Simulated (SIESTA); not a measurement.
## Ir: relaxation of the atoms with BLYP

Sheet: Ir, a sheet with vacuum.

```
Ir
1.0
     2.45184    0.00000    0.00000
     0.00000    2.45184    0.00000
     0.00000    0.00000   23.80000
Ir
1
Direct
  0.00000 0.00000 0.29412
```

The cell was built by a generator and needn't be a form met in nature.

```json
{
  "Program": "SIESTA 5.4.2",
  "Task": "relaxation of the atoms",
  "Functional": "BLYP",
  "Potentials or basis": "PseudoDojo 0.4 standard (PBE files)",
  "Basis": "DZP (energy shift 0.003 Ry; two zetas on semicore shells)",
  "Grid cutoff": "800 Ry",
  "Energy shift": "0.003 Ry",
  "k mesh": "11 × 11 × 1",
  "Occupations": "fermi-dirac, width 0.05 eV",
  "Spin": "no spin polarisation",
  "dipole correction": "yes",
  "force tolerance": "0.01 eV/Å"
}
```

```json
{
 "Band gap on the k mesh": "none (metal or under the smearing width)"
}
```

Stress tensor (GPa, compression positive):
```
2.02 0.00 0.00
0.00 2.02 0.00
0.00 0.00 0.02
```

Final structure:
```yaml
crystal:
  lattice:
    - [2.45184, 0.00000, 0.00000]
    - [0.00000, 2.45184, 0.00000]
    - [0.00000, 0.00000, 23.80000]
  atoms:
    - { symbol: Ir, position: [0.00000, 0.00000, 0.29412] }
```

Levels at points of the mesh, in eV from the Fermi level:
```
           k point  band 5  band 6  band 7  band 8  band 9  band 10  band 11  band 12
(0.00, 0.00, 0.00)   -7.76   -6.60   -2.48    0.67    0.67     1.52     1.96    17.57
```

Wall time 10 s on 1 thread of AMD EPYC 9R45 96-Core Processor (Zen 5) (shared host), peak memory 0.34 GiB.

Caveat: the relaxation stopped at its first step, so nothing moved; short orbitals over semicore shells can move pressures by several GPa; the valence orbitals were made in a potential fitted to the semicore shell under them, which widens gaps by tenths of an eV or more; the potentials were made for another functional, which shifts forces and pressure; the basis of atomic orbitals isn't converged, which shifts pressures, moduli and gaps. The run has no spin-orbit coupling, so splittings on Ir are missing.
